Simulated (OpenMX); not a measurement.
Runs of OpenMX 3.8.5 on GaF. Symmetry: Pm-3m, No. 221, cubic system. The conventional cell has a = 3.166 Å, b = 3.166 Å, c = 3.166 Å, α = 90.00°, β = 90.00°, γ = 90.00°. Ga (site symmetry m-3m) is surrounded by 8 F at 2.74 Å. F (site symmetry m-3m) is surrounded by 8 Ga at 2.74 Å. The cell was built by a generator and needn't be a form met in nature.

```csv
level,gap on the mesh (eV),pressure (GPa)
PBE+D3,1.69,5.3
PBE+D3(BJ),1.69,7.5
PBE,1.69,0.5
PBE+D4,1.69,(a)
```

Alike in all rows: task single point; potentials or basis OpenMX 2013 PBE set, Ga7.0-s3p2d2, F6.0-s2p2d1, grid cutoff 500 Ry; no spin polarisation; cell as given; k mesh 7 × 7 × 7; smearing fermi-dirac 0.05 eV.

Q: Fill in the values left out.

A: (a) -0.4.

Caveats: an odd mesh through Γ misses points on the zone boundary, where band edges often lie; the basis of atomic orbitals isn't converged, which shifts pressures, moduli and gaps.

A k mesh can miss the band edges, and the runs leave out spin-orbit coupling on Ga.
